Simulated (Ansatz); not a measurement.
# GeNHO+ (doublet): wave-function methods side by side, cc-pVDZ

The task here is to estimate one member of a computed series from the others.

Computed with Ansatz 0.2.0, Gaussian basis. Level: cc-pVDZ, core rule «outside noble gas», up to 16 orbitals frozen.

The runs, in order: UHF; CCSD(T) on ROHF; CCSD(T) on UHF; BCCD(T) on ROHF; CISD as a restricted active space (open shells left free, so some higher excitations enter); CCSDT(Q) on ROHF; CCSDT(Q) on UHF.

4 further runs of the same task are left out: 4 set aside as unsound or not needed. Runs told in other sessions of the task aren't counted.

## The geometry

The geometry is a PBE0/def2-TZVP stationary point (not a proven minimum) of the parent state, kept for this charge and spin. No spin-orbit coupling is included. The filled d shell of Ge may be among the frozen orbitals whatever the setting's name suggests.

4 atoms, charge 1, spin multiplicity 2.

Atoms are counted from 1 here; the program's logs count them from 0.

Bond lengths: Ge1–N2 1.898 Å, N2–O3 1.262 Å, N2–H4 1.028 Å. Angles: Ge1–N2–O3 125.0°, Ge1–N2–H4 121.4°, O3–N2–H4 113.6°.

Set-up of the first run:

File in.yaml:

```yaml
crystal:
  periodic: [false, false, false]
  atoms:
    - {symbol: Ge, position_ang: [0.000000, -0.025947, 0.700947]}
    - {symbol: N, position_ang: [0.000000, 0.451213, -1.136597]}
    - {symbol: O, position_ang: [0.000000, -0.367597, -2.096981]}
    - {symbol: H, position_ang: [0.000000, 1.434737, -1.434984]}
basis:
  gaussian: {orbitals: cc-pVDZ}
total_charge: 1
magnetization: {spin_polarized: true, initial_magnetization: 1}
hamiltonian: {xc: hf}
output: {orbitals: {seedname: orbitals}}
```

The run is started by

```bash
ansatz run in.yaml --threads 1 --pin off --events-out ev --progress --plain --max-ram 4096MiB --backend cpu
```

Steps of the session up to this table: UHF; CCSD(T) on ROHF; CCSD(T) on UHF; BCCD(T) on ROHF; CISD as a restricted active space (open shells left free, so some higher excitations enter); CCSDT(Q) on ROHF; CCSDT(Q) on UHF.

One of the session's tables, all rows but one given; the rest of the session is left out.

```
   method  from UCCSDT(Q) (kcal/mol)
     ROHF                    +272.30
      UHF                    +267.50
     RMP2                     +31.88
     UMP2                     +31.42
    RCCSD                     +11.54
    UCCSD                     +11.35
 RCCSD(T)                          ?
 UCCSD(T)                      +2.37
  BCCD(T)                      +2.18
   RCCSDT                      +1.35
   UCCSDT                      +1.35
RCCSDT(Q)                      +0.11
UCCSDT(Q)                          0
```

Estimate the missing values for RCCSD(T).

As computed: from UCCSDT(Q) (kcal/mol): +2.43. In the column «from UCCSDT(Q) (kcal/mol)» it lies between UCCSD(T) (+2.37) and UCCSD (+11.35).

Not comparable, so not listed: CISD as a restricted active space (open shells left free, so some higher excitations enter) (they don't share determinant, frozen orbitals or solution with the rows shown, or repeat one).

Caveats from the session: Restricted and unrestricted rows rest on different reference determinants; a gap between their highest levels can come from leftover correlation error, from unlike frozen cores or from another state.
